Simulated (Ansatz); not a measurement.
**NaZr3N4: what a guessed cell relaxes into**

Aim: relax a trial structure of NaZr3N4 and see where it ends.

Computed with Ansatz 0.2.0 (DFT PBE, scalar-relativistic, plane waves, PAW, unless a step's input says otherwise).

**1. The starting structure**

The structure is cubic, space group P-43m (No. 215). Conventional cell: a = 5.435 Å, b = 5.435 Å, c = 5.435 Å, α = 90.00°, β = 90.00°, γ = 90.00°. Na (site symmetry -43m) has 4 N at 2.39 Å as nearest neighbours. Zr (site symmetry -42m) has 4 N at 2.34 Å as nearest neighbours. Around N (site symmetry 3m) lie 3 Zr at 2.34 Å and 1 Na at 2.39 Å.

Coordinates:

```cif
data_structure
_symmetry_space_group_name_H-M 'P 1'
_symmetry_Int_Tables_number 1
_cell_length_a 5.4352
_cell_length_b 5.4352
_cell_length_c 5.4352
_cell_angle_alpha 90.000
_cell_angle_beta 90.000
_cell_angle_gamma 90.000
_cell_volume 160.57
loop_
_atom_site_label
_atom_site_type_symbol
_atom_site_fract_x
_atom_site_fract_y
_atom_site_fract_z
_atom_site_occupancy
Na1 Na 0.50000 0.50000 0.50000 1
Zr1 Zr 0.00000 0.00000 0.50000 1
Zr2 Zr 0.50000 0.00000 0.00000 1
Zr3 Zr 0.00000 0.50000 0.00000 1
N1 N 0.24569 0.24569 0.75431 1
N2 N 0.75431 0.75431 0.75431 1
N3 N 0.24569 0.75431 0.24569 1
N4 N 0.75431 0.24569 0.24569 1
```

Recipe of the guess: 3-, 4-connected net, the two elements on its two kinds of vertex, guests in its cages (P-43m, No. 215). Its size is a rough estimate.

**2. A first look at the guess**

File input.yaml:

```yaml
crystal:
  lattice:
    - [5.43522443, 0.0, 0.0]
    - [0.0, 5.43522443, 0.0]
    - [0.0, 0.0, 5.43522443]
  atoms:
    - { symbol: Na, position: [0.5, 0.5, 0.5] }
    - { symbol: Zr, position: [0.0, 0.0, 0.5] }
    - { symbol: Zr, position: [0.5, 0.0, 0.0] }
    - { symbol: Zr, position: [0.0, 0.5, 0.0] }
    - { symbol: "N", position: [0.245687, 0.245687, 0.754313] }
    - { symbol: "N", position: [0.754313, 0.754313, 0.754313] }
    - { symbol: "N", position: [0.245687, 0.754313, 0.245687] }
    - { symbol: "N", position: [0.754313, 0.245687, 0.245687] }
basis:
  ecutwfc: 420
kpoints:
  mp_grid: { grid: [4, 4, 4] }
hamiltonian:
  xc: pbe
scf:
  occupations: { method: gaussian, width: 0.1 }
  lower_state_search: "off"
output:
  forces: true
  stress: true
  eigenvalues: true
```

Command:

```console
> ansatz run input.yaml --threads 1 --pin off --max-ram 2560MiB --backend cpu --events-out ev --progress --plain --runs-dir out
```

Further runs follow: a loose first relaxation; spin check on a coarse mesh; full relaxation.

Before running it: what results should come out? Wanted: conventional cell; volume; energy over the elements; gap on the mesh.

The runs gave:

| quantity | value |
| --- | --- |
| symmetry at the end (tolerance 0.05 Å) | space group P-43m (No. 215) |
| conventional cell | a = 5.007 Å, b = 5.007 Å, c = 5.007 Å, α = 90.00°, β = 90.00°, γ = 90.00° |
| volume | 15.69 Å³/atom |
| energy over the elements (uncorrected; H, N, O, F and Cl as molecules) | -1.12 eV/atom |
| gap on the mesh | none (metal) |

In words: The space group P-43m (No. 215) is kept, and the volume per atom shrinks by 21.8 % from the first guess. A negative formation energy is needed for stability but isn't enough; other structures and compounds were not set against it here. No finished test with a distortion of lower symmetry is shown, so the end may be a saddle point. A spin-polarised run here lost its starting moments, which speaks against magnetism, though one start doesn't rule it out. Other magnetic orders were not searched.
